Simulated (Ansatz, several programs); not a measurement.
Cd3HgTe4 as one 8-atom ordering (I-42m) on the zincblende lattice, relaxed with PBE in Ansatz (plane waves, PAW): it is tetragonal, I-42m (No. 121); conventional cell a = 6.628 Å, c = 13.257 Å, 36.40 Å³ an atom. Cd has 4 Te at 2.87 Å; Te has 3 Cd at 2.87 Å and 1 Hg at 2.88 Å; Hg has 4 Te at 2.88 Å. The cell was then scaled with its shape and fractional coordinates held, which makes it stiffer than a relaxed compression. Note: simulated data, non-magnetic, for a generated structure that need not be the stable one.

```tsv
V (Å³/atom)	E (meV/atom)
34.217	15.54
35.309	3.53
36.401	0.00
38.585	13.14
```

Q: Pass a cubic E = c₀ + c₁u + c₂u² + c₃u³, with u = V − 36.128 Å³, through these points.

A: c₀ = 0.16, c₁ = -1.429, c₂ = 3.144, c₃ = -0.1677 (meV and Å³).

Q: Where is the minimum, and what bulk modulus follows?

A: dE/du = 0 at u = +0.232, so V₀ = 36.36 Å³. B = V₀ d²E/dV² = 36.36 × (2c₂ + 6c₃u) = 36.36 × 6.054 = 220 meV/Å³, and 1 meV/Å³ is 0.16022 GPa: 35 GPa. A third-order Birch-Murnaghan fit to all five points gives 36.36 Å³ and 35 GPa.

Q: Predict the energy and the pressure at the withheld volume, 37.493 Å³.

A: With u = +1.365: E ≈ 3.64 meV and P = −dE/dV ≈ -1.00 GPa. The run gives 3.59 meV and, from its stress, -0.99 GPa.
